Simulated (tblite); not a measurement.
# C5H8ClFGe: the cost of one run

Programs: tblite 0.8.0 and PySCF 2.14.0, with density-fitted response routines of our own. Each step states its level of theory. These are calculated values for one molecule in the gas phase, unless marked as measured. Atoms count from 0, in the outputs and in this text.

## (1) The starting structure

16 atoms, charge 0, multiplicity 1; geometry from: force field or distance geometry start.

Bonds of the start (Å): C0–C1 1.34, C1–C2 1.51, C2–C3 1.55, C3–C4 1.52, C4–F5 1.39, C4–Ge6 1.93, Ge6–Cl7 2.16, Ge6–C1 1.89, C0–H8 1.08, C0–H9 1.08, C2–H10 1.11, C2–H11 1.10, C3–H12 1.12, C3–H13 1.11, C4–H14 1.11, Ge6–H15 1.54.

## (2) Relaxing the molecule with GFN2-xTB

What the job is given:

```
{"job": {"kind": "relax", "xc": "GFN2-xTB", "basis": "xTB"}, "charge": 0, "multiplicity": 1}
C      1.291200     1.527900     1.276800
C      0.585200     0.655300     0.541900
C      0.453400    -0.797400     0.919200
C     -0.680000    -1.399000     0.046800
C     -0.713600    -0.766100    -1.331000
F     -1.973900    -0.880600    -1.907200
Ge    -0.252700     1.096400    -1.088900
Cl    -1.999000     2.320900    -0.731000
H      1.374900     2.559700     0.955500
H      1.762500     1.224500     2.204500
H      0.186600    -0.902400     1.991000
H      1.400300    -1.320000     0.717600
H     -0.549100    -2.504800    -0.019800
H     -1.648900    -1.218800     0.556700
H      0.041700    -1.231500    -1.994700
H      0.714000     1.644900    -2.148600
```

Command:

```sh
OMP_NUM_THREADS=1 python probes_run.py task.json out
```

The driver reads the jobs from task.json and runs them one after another.

Q: Estimate the wall time and peak memory of this first job on 1 thread of Arm Neoverse N1, shared host.

About 1.3 s, with a peak of 0.18 GiB.
